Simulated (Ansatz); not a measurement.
**GeAs− (triplet): the correlation ladder, aug-cc-pVTZ**

How much of the correlation energy of GeAs− (triplet) does each wave-function method recover here?

Program: Ansatz 0.2.0, Gaussian basis. Level of theory: aug-cc-pVTZ, core rule «outside noble gas», up to 28 orbitals frozen. These are calculated values, not measurements.

To be run: UHF; CCSD(T) on ROHF; CCSD(T) on UHF; BCCD(T) on ROHF; CCSDT(Q) on ROHF; CCSDT(Q) on UHF; CASSCF and MRCISD+Q, 10 electrons in 8 orbitals; CASSCF and NEVPT2, 10 electrons in 8 orbitals.

4 further runs of the same task are left out: 4 set aside as unsound or not needed. Runs told in other sessions of the task aren't counted.

**1. The geometry**

The geometry is a PBE0/def2-TZVPD stationary point (not a proven minimum) of the parent state, kept for this charge and spin. No spin-orbit coupling is included. The filled d shell of Ge, As may be among the frozen orbitals whatever the setting's name suggests.

2 atoms, charge -1, spin multiplicity 3.

Atoms are counted from 1 here; the program's logs count them from 0.

Bond lengths: Ge1–As2 2.158 Å.

Coordinates:

```
atom    x (Å)    y (Å)    z (Å)
 Ge1  0.00000  0.00000  0.00000
 As2  0.00000  0.00000  2.15830
```

In the tables R marks a restricted open-shell determinant and U an unrestricted one; 'valence' is the active space of 10 electrons in 8 orbitals; energies count from the table's Hartree-Fock row.

**2. UHF**

in.yaml reads:

```yaml
crystal:
  periodic: [false, false, false]
  atoms:
    - {symbol: Ge, position_ang: [0.000000, 0.000000, 0.000000]}
    - {symbol: As, position_ang: [0.000000, 0.000000, 2.158300]}
basis:
  gaussian: {orbitals: aug-cc-pVTZ}
total_charge: -1
magnetization: {spin_polarized: true, initial_magnetization: 2}
hamiltonian: {xc: hf}
output: {orbitals: {seedname: orbitals}}
```

Run with:

```sh
$ ansatz run in.yaml --threads 1 --pin off --events-out ev --progress --plain --max-ram 4096MiB --backend cpu
```

Standard output:

```text
Functional definition: HF
  name "HF"
  cite "Fock, Z. Phys. 61, 126 (1930) doi:10.1007/BF01340294"
  parent pbe
  exchange = exact_x
  correlation = 0
760 factors; integrals over basis functions are off by at most 6.3e-4 eV
mean field evaluation 1: about -117269.1445 eV, gradient 1.0e1 eV
mean field evaluation 2: about -117269.1822 eV, gradient 1.0e1 eV
mean field evaluation 4: about -117270.4096 eV, gradient 1.8e0 eV
mean field evaluation 8: about -117270.5143 eV, gradient 4.1e-1 eV
mean field evaluation 16: about -117270.5245 eV, gradient 3.3e-2 eV
mean field evaluation 32: about -117271.3317 eV, gradient 1.3e-1 eV
mean field evaluation 64: about -117270.8597 eV, gradient 1.5e0 eV
mean field evaluation 96: about -117271.3323 eV, gradient 7.6e-2 eV
mean field evaluation 128: about -117260.2449 eV, gradient 1.4e1 eV
mean field evaluation 160: about -117269.5379 eV, gradient 1.0e1 eV
mean field evaluation 192: about -117270.9682 eV, gradient 9.6e-1 eV
mean field evaluation 224: about -117268.7431 eV, gradient 4.7e0 eV
mean field evaluation 256: about -117270.4064 eV, gradient 1.8e0 eV
mean field evaluation 288: about -117270.1617 eV, gradient 6.9e0 eV
mean field evaluation 320: about -117264.2045 eV, gradient 1.3e1 eV
mean field evaluation 352: about -117271.2943 eV, gradient 2.8e-1 eV
mean field -117271.33322356 eV, -4309.6420066011 hartree, gradient 9.7e-6 eV, S^2 2.038202; 9 other end points of the search recorded, 0 dependent functions left out
reference -117271.33322356 eV, -4309.6420066011 hartree; 34, 32 occupied and 84, 86 virtual orbitals, 760 factors
Total energy: -117271.33322356 eV, -4309.6420066011 hartree
```

Wall time 33 s (1 thread of AMD EPYC 7R13, shared host); peak memory 0.42 GiB.

From the report: ⟨S²⟩ of the determinant 2.038 (pure triplet: 2.00).

**3. CCSD(T) on ROHF**

Edit in.yaml of step 2 so:

```diff
@@ -8,4 +8,3 @@
 total_charge: -1
-magnetization: {spin_polarized: true, initial_magnetization: 2}
-hamiltonian: {xc: hf}
-output: {orbitals: {seedname: orbitals}}
+magnetization: {spin_polarized: false, initial_magnetization: 2}
+correlation: {method: ccsd_t, electrons: outside_noble_gas}
```

Run with:

```sh
$ ansatz run in.yaml --threads 2 --pin off --events-out ev --progress --plain --max-ram 24576MiB --backend cuda --devices 0, --max-vram 18GiB
```

Standard output, shortened:

```text
Functional definition: HF
  name "HF"
  cite "Fock, Z. Phys. 61, 126 (1930) doi:10.1007/BF01340294"
  parent pbe
[...]
760 factors; integrals over basis functions are off by at most 6.3e-4 eV
[...]
mean field -117271.10736033 eV, -4309.6337062805 hartree, gradient 2.3e-6 eV, S^2 2.000000; 26 other end points of the search recorded, 0 dependent functions left out
[...]
determinant -117271.10736033 eV, -4309.6337062805 hartree, with singles and doubles -117277.37646915 eV, -4309.8640917804 hartree
determinant -117270.65866382 eV, -4309.6172169881 hartree, with singles and doubles -117276.97154865 eV, -4309.8492112266 hartree
determinant -117270.27775855 eV, -4309.6032189776 hartree, with singles and doubles -117276.98507075 eV, -4309.8497081545 hartree
determinant -117269.78429950 eV, -4309.5850846921 hartree, with singles and doubles -117275.93605467 eV, -4309.8111575247 hartree
[...]
determinant -117268.41123693 eV, -4309.5346255731 hartree, with singles and doubles -117275.09576947 eV, -4309.7802776129 hartree
determinant -117271.10736033 eV, -4309.6337062805 hartree, with singles and doubles -117277.31409066 eV, -4309.8617994133 hartree
determinant -117270.65866382 eV, -4309.6172169881 hartree, with singles and doubles -117276.90896002 eV, -4309.8469111369 hartree
determinant -117270.27775855 eV, -4309.6032189776 hartree, with singles and doubles -117276.91949795 eV, -4309.8472983985 hartree
28 core orbitals not correlated: weight in the atoms' cores, before any rotation towards them, 0.999 or more for the frozen orbitals, at most 0.001 for the correlated occupied ones
reference -117271.10736033 eV, -4309.6337062805 hartree; 6, 4 occupied and 84, 86 virtual orbitals, 760 factors
second order -5.43470288 eV of doubles, -0.12450199 eV of singles
cycle   1  -6.20673075 eV  change   -4.1e-7 eV  update   6.1e-6
perturbative correction -0.37866107 eV, -0.0139155376 hartree
Total energy: -117277.69275214 eV, -4309.8757149658 hartree
```

Wall time 63 s (1 × H100 (card shared with other runs) with 2 threads of AMD EPYC 7R13, shared host); peak host memory 0.83 GiB.

From the report: correlation -6.5854 eV; T1 0.025; largest double amplitude 0.08.

**4. CCSD(T) on UHF**

Edit in.yaml of step 3 so:

```diff
@@ -8,3 +8,3 @@
 total_charge: -1
-magnetization: {spin_polarized: false, initial_magnetization: 2}
+magnetization: {spin_polarized: true, initial_magnetization: 2}
 correlation: {method: ccsd_t, electrons: outside_noble_gas}
```

Same command.

Standard output, shortened:

```text
Functional definition: HF
  name "HF"
  cite "Fock, Z. Phys. 61, 126 (1930) doi:10.1007/BF01340294"
  parent pbe
[...]
760 factors; integrals over basis functions are off by at most 6.3e-4 eV
[...]
mean field -117271.33322356 eV, -4309.6420066011 hartree, gradient 3.1e-6 eV, S^2 2.038201; 34 other end points of the search recorded, 0 dependent functions left out
determinant -117271.33322356 eV, -4309.6420066011 hartree, with singles and doubles -117277.37812229 eV, -4309.8641525323 hartree
determinant -117270.82708594 eV, -4309.6234063867 hartree, with singles and doubles -117276.98058233 eV, -4309.8495432082 hartree
determinant -117270.53309960 eV, -4309.6126025878 hartree, with singles and doubles -117276.97955308 eV, -4309.8495053840 hartree
determinant -117270.52421860 eV, -4309.6122762172 hartree, with singles and doubles -117276.99960954 eV, -4309.8502424452 hartree
[...]
determinant -117271.33322356 eV, -4309.6420066011 hartree, with singles and doubles -117277.32480716 eV, -4309.8621932374 hartree
determinant -117270.82708594 eV, -4309.6234063867 hartree, with singles and doubles -117276.92044531 eV, -4309.8473332133 hartree
determinant -117270.53309960 eV, -4309.6126025878 hartree, with singles and doubles -117276.93071378 eV, -4309.8477105728 hartree
determinant -117270.52421860 eV, -4309.6122762172 hartree, with singles and doubles -117276.94031309 eV, -4309.8480633409 hartree
28 core orbitals not correlated: weight in the atoms' cores, before any rotation towards them, 0.999 or more for the frozen orbitals, at most 0.001 for the correlated occupied ones
reference -117271.33322356 eV, -4309.6420066011 hartree; 6, 4 occupied and 84, 86 virtual orbitals, 760 factors
second order -5.28179288 eV of doubles, -0.00000000 eV of singles
cycle   1  -5.99158301 eV  change    5.9e-7 eV  update   4.0e-6
perturbative correction -0.36692176 eV, -0.0134841260 hartree
Total energy: -117277.69172833 eV, -4309.8756773415 hartree
```

Run time: 30 s. Hardware: 1 × H100 (card shared with other runs) with 2 threads of AMD EPYC 7R13, shared host; peak host memory 0.85 GiB.

From the report: ⟨S²⟩ of the determinant 2.038 (pure triplet: 2.00); correlation -6.3585 eV; T1 0.023; largest double amplitude 0.08.

**5. BCCD(T) on ROHF**

Edit in.yaml of step 4 so:

```diff
@@ -8,3 +8,3 @@
 total_charge: -1
-magnetization: {spin_polarized: true, initial_magnetization: 2}
-correlation: {method: ccsd_t, electrons: outside_noble_gas}
+magnetization: {spin_polarized: false, initial_magnetization: 2}
+correlation: {method: bccd_t, electrons: outside_noble_gas}
```

The command is unchanged.

Standard output, shortened:

```text
Functional definition: HF
  name "HF"
  cite "Fock, Z. Phys. 61, 126 (1930) doi:10.1007/BF01340294"
  parent pbe
[...]
760 factors; integrals over basis functions are off by at most 6.3e-4 eV
[...]
mean field -117271.10736033 eV, -4309.6337062805 hartree, gradient 2.3e-6 eV, S^2 2.000000; 26 other end points of the search recorded, 0 dependent functions left out
[...]
determinant -117271.10736033 eV, -4309.6337062805 hartree, with singles and doubles -117277.37646915 eV, -4309.8640917804 hartree
determinant -117270.65866382 eV, -4309.6172169881 hartree, with singles and doubles -117276.97154865 eV, -4309.8492112266 hartree
determinant -117270.27775855 eV, -4309.6032189776 hartree, with singles and doubles -117276.98507075 eV, -4309.8497081545 hartree
determinant -117269.78429950 eV, -4309.5850846921 hartree, with singles and doubles -117275.93605467 eV, -4309.8111575247 hartree
[...]
determinant -117271.10736033 eV, -4309.6337062805 hartree, with singles and doubles -117277.31409066 eV, -4309.8617994133 hartree
determinant -117270.65866382 eV, -4309.6172169881 hartree, with singles and doubles -117276.90896002 eV, -4309.8469111369 hartree
determinant -117270.27775855 eV, -4309.6032189776 hartree, with singles and doubles -117276.91949795 eV, -4309.8472983985 hartree
28 core orbitals not correlated: weight in the atoms' cores, before any rotation towards them, 0.999 or more for the frozen orbitals, at most 0.001 for the correlated occupied ones
reference -117271.10736033 eV, -4309.6337062805 hartree; 6, 4 occupied and 84, 86 virtual orbitals, 760 factors
second order -5.43470288 eV of doubles, -0.12450199 eV of singles
cycle   1  -6.20409154 eV  change    2.6e-3 eV  update   9.3e-3
[...]
cycle  10  -6.20247735 eV  change    2.2e-6 eV  update   6.2e-6
perturbative correction -0.37967403 eV, -0.0139527633 hartree
Total energy: -117277.68951171 eV, -4309.8755958821 hartree
```

Run time: 71 s. Hardware: 1 × H100 (card shared with other runs) with 2 threads of AMD EPYC 7R13, shared host; peak host memory 0.82 GiB.

From the report: correlation -6.5822 eV; largest double amplitude 0.08.

**6. CCSDT(Q) on ROHF**

Edit in.yaml of step 5 so:

```diff
@@ -9,2 +9,2 @@
 magnetization: {spin_polarized: false, initial_magnetization: 2}
-correlation: {method: bccd_t, electrons: outside_noble_gas}
+correlation: {method: ccsdt_q, electrons: outside_noble_gas}
```

Launched as before.

Standard output, shortened:

```text
Functional definition: HF
  name "HF"
  cite "Fock, Z. Phys. 61, 126 (1930) doi:10.1007/BF01340294"
  parent pbe
[...]
1257 factors; integrals over basis functions are off by at most 1.3e-7 eV
[...]
mean field -117271.10737243 eV, -4309.6337067253 hartree, gradient 1.1e-6 eV, S^2 2.000000; 25 other end points of the search recorded, 0 dependent functions left out
[...]
determinant -117271.10737243 eV, -4309.6337067253 hartree, with singles and doubles -117277.37634715 eV, -4309.8640872968 hartree
determinant -117270.65867629 eV, -4309.6172174464 hartree, with singles and doubles -117276.97147096 eV, -4309.8492083713 hartree
determinant -117270.27777133 eV, -4309.6032194472 hartree, with singles and doubles -117276.98506304 eV, -4309.8497078712 hartree
determinant -117269.78432806 eV, -4309.5850857416 hartree, with singles and doubles -117275.93578289 eV, -4309.8111475370 hartree
[...]
determinant -117271.10737243 eV, -4309.6337067253 hartree, with singles and doubles -117277.31409641 eV, -4309.8617996245 hartree
determinant -117270.65867629 eV, -4309.6172174464 hartree, with singles and doubles -117276.90896694 eV, -4309.8469113909 hartree
determinant -117270.27777133 eV, -4309.6032194472 hartree, with singles and doubles -117276.91950517 eV, -4309.8472986638 hartree
28 core orbitals not correlated: weight in the atoms' cores, before any rotation towards them, 0.999 or more for the frozen orbitals, at most 0.001 for the correlated occupied ones
reference -117271.10737243 eV, -4309.6337067253 hartree; 6, 4 occupied and 84, 86 virtual orbitals, 1257 factors
second order -5.43470970 eV of doubles, -0.12450198 eV of singles
cycle   1  -5.97754588 eV  change   -4.2e-1 eV  update   9.8e-2
[...]
cycle  30  -6.70938160 eV  change    2.5e-7 eV  update   9.4e-7
perturbative correction -0.09958954 eV, -0.0036598480 hartree
Total energy: -117277.91634356 eV, -4309.8839317991 hartree
```

Run time: 75 s. Hardware: 1 × H100 (card shared with other runs) with 2 threads of AMD EPYC 7R13, shared host; peak host memory 1.1 GiB.

From the report: correlation -6.8090 eV; T1 0.027; largest double amplitude 0.32.

**7. CCSDT(Q) on UHF**

Edit in.yaml of step 6 so:

```diff
@@ -8,3 +8,3 @@
 total_charge: -1
-magnetization: {spin_polarized: false, initial_magnetization: 2}
+magnetization: {spin_polarized: true, initial_magnetization: 2}
 correlation: {method: ccsdt_q, electrons: outside_noble_gas}
```

Launched as before.

Standard output, shortened:

```text
Functional definition: HF
  name "HF"
  cite "Fock, Z. Phys. 61, 126 (1930) doi:10.1007/BF01340294"
  parent pbe
[...]
1257 factors; integrals over basis functions are off by at most 1.3e-7 eV
[...]
mean field -117271.33323573 eV, -4309.6420070483 hartree, gradient 4.4e-6 eV, S^2 2.038201; 31 other end points of the search recorded, 0 dependent functions left out
determinant -117271.33323573 eV, -4309.6420070483 hartree, with singles and doubles -117277.37814463 eV, -4309.8641533530 hartree
determinant -117270.82709854 eV, -4309.6234068497 hartree, with singles and doubles -117276.98172023 eV, -4309.8495850251 hartree
determinant -117270.53311276 eV, -4309.6126030716 hartree, with singles and doubles -117276.98048952 eV, -4309.8495397973 hartree
determinant -117270.52423175 eV, -4309.6122767005 hartree, with singles and doubles -117277.00087518 eV, -4309.8502889567 hartree
[...]
determinant -117270.82709854 eV, -4309.6234068497 hartree, with singles and doubles -117276.92045213 eV, -4309.8473334640 hartree
determinant -117270.53311276 eV, -4309.6126030716 hartree, with singles and doubles -117276.93072159 eV, -4309.8477108597 hartree
determinant -117270.52423175 eV, -4309.6122767005 hartree, with singles and doubles -117276.94032059 eV, -4309.8480636165 hartree
28 core orbitals not correlated: weight in the atoms' cores, before any rotation towards them, 0.999 or more for the frozen orbitals, at most 0.001 for the correlated occupied ones
reference -117271.33323573 eV, -4309.6420070483 hartree; 6, 4 occupied and 84, 86 virtual orbitals, 1257 factors
second order -5.28179947 eV of doubles, -0.00000000 eV of singles
cycle   1  -5.73130518 eV  change   -4.5e-1 eV  update   1.0e-1
[...]
cycle  34  -6.47971462 eV  change    2.4e-7 eV  update   3.3e-7
perturbative correction -0.09263584 eV, -0.0034043044 hartree
Total energy: -117277.90558618 eV, -4309.8835364727 hartree
```

Wall time 72 s (1 × H100 (card shared with other runs) with 2 threads of AMD EPYC 7R13, shared host); peak host memory 1 GiB.

From the report: ⟨S²⟩ of the determinant 2.038 (pure triplet: 2.00); correlation -6.5724 eV; T1 0.026; largest double amplitude 0.28.

**8. CASSCF and MRCISD+Q, 10 electrons in 8 orbitals**

in.yaml reads:

```yaml
crystal:
  periodic: [false, false, false]
  atoms:
    - {symbol: Ge, position_ang: [0.000000, 0.000000, 0.000000]}
    - {symbol: As, position_ang: [0.000000, 0.000000, 2.158300]}
basis:
  gaussian: {orbitals: aug-cc-pVTZ}
total_charge: -1
magnetization: {spin_polarized: false, initial_magnetization: 2}
correlation: {method: fic_mrcisd_q, electrons: outside_noble_gas, active_space: {window: {electrons: 10, orbitals: 8}, shells: [{species: As, l: s, shell: 4}, {species: As, l: p, shell: 4}, {species: Ge, l: s, shell: 4}, {species: Ge, l: p, shell: 4}]}}
```

The command is unchanged.

Standard output, shortened:

```text
Functional definition: HF
  name "HF"
  cite "Fock, Z. Phys. 61, 126 (1930) doi:10.1007/BF01340294"
  parent pbe
[...]
1257 factors; integrals over basis functions are off by at most 1.3e-7 eV
[...]
mean field -117271.10737243 eV, -4309.6337067253 hartree, gradient 1.1e-6 eV, S^2 2.000000; 18 other end points of the search recorded, 0 dependent functions left out
reference -117271.10737243 eV, -4309.6337067253 hartree; 34, 32 occupied and 84, 86 virtual orbitals, 1257 factors
state -117272.28570851 eV, -4309.6770097774 hartree
contracted CI cycle   1: correlation 0.00000000 eV, 0.0000000000 hartree, residual 1.66e1 eV
contracted CI cycle   2: correlation -4.76788212 eV, -0.1752164362 hartree, residual 2.89e0 eV
contracted CI cycle   3: correlation -4.94391399 eV, -0.1816854880 hartree, residual 6.09e-1 eV
contracted CI cycle   4: correlation -4.95120821 eV, -0.1819535456 hartree, residual 1.44e-1 eV
contracted CI cycle   5: correlation -4.95162874 eV, -0.1819689999 hartree, residual 3.54e-2 eV
contracted CI cycle   6: correlation -4.95165526 eV, -0.1819699745 hartree, residual 9.00e-3 eV
contracted CI cycle   7: correlation -4.95165691 eV, -0.1819700351 hartree, residual 2.23e-3 eV
contracted CI cycle   8: correlation -4.95165701 eV, -0.1819700388 hartree, residual 5.70e-4 eV
state -117272.28570851 eV, -4309.6770097774 hartree; corrected -117277.79636438 eV, -4309.8795226453 hartree
Total energy: -117277.79636438 eV, -4309.8795226453 hartree
Checks for a lower state left out: starts, orbital_swaps
```

Wall time 15 s (1 × H100 (card shared with other runs) with 2 threads of AMD EPYC 7R13, shared host); peak host memory 0.88 GiB.

From the report: 792 determinants; active occupations 2.00, 1.99, 1.97, 1.46, 1.46, 0.55, 0.55, 0.03.

**9. CASSCF and NEVPT2, 10 electrons in 8 orbitals**

in.yaml reads:

```yaml
crystal:
  periodic: [false, false, false]
  atoms:
    - {symbol: Ge, position_ang: [0.000000, 0.000000, 0.000000]}
    - {symbol: As, position_ang: [0.000000, 0.000000, 2.158300]}
basis:
  gaussian: {orbitals: aug-cc-pVTZ}
total_charge: -1
magnetization: {spin_polarized: false, initial_magnetization: 2}
correlation: {method: sc_nevpt2, electrons: outside_noble_gas, active_space: {window: {electrons: 10, orbitals: 8}, shells: [{species: As, l: s, shell: 4}, {species: As, l: p, shell: 4}, {species: Ge, l: s, shell: 4}, {species: Ge, l: p, shell: 4}]}}
```

Same command.

Standard output, shortened:

```text
Functional definition: HF
  name "HF"
  cite "Fock, Z. Phys. 61, 126 (1930) doi:10.1007/BF01340294"
  parent pbe
[...]
1257 factors; integrals over basis functions are off by at most 1.3e-7 eV
[...]
mean field -117271.10737243 eV, -4309.6337067253 hartree, gradient 1.1e-6 eV, S^2 2.000000; 18 other end points of the search recorded, 0 dependent functions left out
reference -117271.10737243 eV, -4309.6337067253 hartree; 34, 32 occupied and 84, 86 virtual orbitals, 1257 factors
state -117272.28570851 eV, -4309.6770097774 hartree
state -117272.28570851 eV, -4309.6770097774 hartree; corrected -117276.69035320 eV, -4309.8388774844 hartree
Total energy: -117276.69035320 eV, -4309.8388774844 hartree
Checks for a lower state left out: starts, orbital_swaps
```

Wall time 13 s (1 × H100 (card shared with other runs) with 2 threads of AMD EPYC 7R13, shared host); peak host memory 0.88 GiB.

From the report: 792 determinants; active occupations 2.00, 1.99, 1.97, 1.46, 1.46, 0.55, 0.55, 0.03.

**10. Natural occupations**

Natural occupations of the CASSCF valence state about the gap (report; correlated orbitals 1 to 8): 1.996, 1.989, 1.972, 1.459, 1.459, 0.546, 0.546, 0.033. The count of effectively unpaired electrons, Σ n²(2 − n)², is 2.51; a single determinant of this spin has 2.

**11. All levels against the top one**

No level here is safe as a reference; RCCSDT(Q) serves as a yardstick only. Rows without a time are mean-field rows or come out of runs for another level: lower rungs of the coupled-cluster runs, CASSCF and MRCISD of the multireference runs, or the Hartree-Fock search.

Differences are taken before rounding.

```csv
method,energy from the lowest ROHF (kcal/mol),from RCCSDT(Q) (kcal/mol),time
ROHF,0.00,+157.02,
UHF,-5.21,+151.81,
RMP2,-128.20,+28.82,
UMP2,-127.01,+30.01,
RCCSD,-143.13,+13.89,
UCCSD,-143.38,+13.64,
RCCSD(T),-151.86,+5.16,63 s
UCCSD(T),-151.84,+5.18,30 s
BCCD(T),-151.79,+5.23,71 s
RCCSDT,-154.72,+2.30,
UCCSDT,-154.63,+2.38,
RCCSDT(Q),-157.02,0,75 s
UCCSDT(Q),-156.77,+0.25,72 s
CASSCF valence,-27.17,+129.85,
NEVPT2 valence,-128.75,+28.27,13 s
MRCISD valence,-141.36,+15.66,
MRCISD+Q valence,-154.25,+2.77,15 s
```

Among the levels timed on like hardware and quicker than the yardstick, those that no quicker one beats, quickest first: NEVPT2 valence (13 s, +28.27 kcal/mol); MRCISD+Q valence (15 s, +2.77 kcal/mol); UCCSDT(Q) (72 s, +0.25 kcal/mol).

**12. Results**

| quantity | value |
| --- | --- |
| RCCSDT(Q) from the ROHF energy | -6.8090 eV |
| RMP2 from RCCSDT(Q) | +28.82 kcal/mol |
| UMP2 from RCCSDT(Q) | +30.01 kcal/mol |
| RCCSD from RCCSDT(Q) | +13.89 kcal/mol |
| RCCSD(T) from RCCSDT(Q) | +5.16 kcal/mol |
| UCCSD(T) from RCCSDT(Q) | +5.18 kcal/mol |
| UCCSDT(Q) from RCCSDT(Q) | +0.25 kcal/mol |
| NEVPT2 valence from RCCSDT(Q) | +28.27 kcal/mol |
| MRCISD+Q valence from RCCSDT(Q) | +2.77 kcal/mol |
| T1 diagnostic | 0.025 |
| effectively unpaired electrons | 2.51 |

What this shows: RCCSD(T) lands +5.16 kcal/mol from the yardstick (3.3 % of the correlation energy). The occupations show static correlation (2.51 effectively unpaired electrons where one determinant has 2).
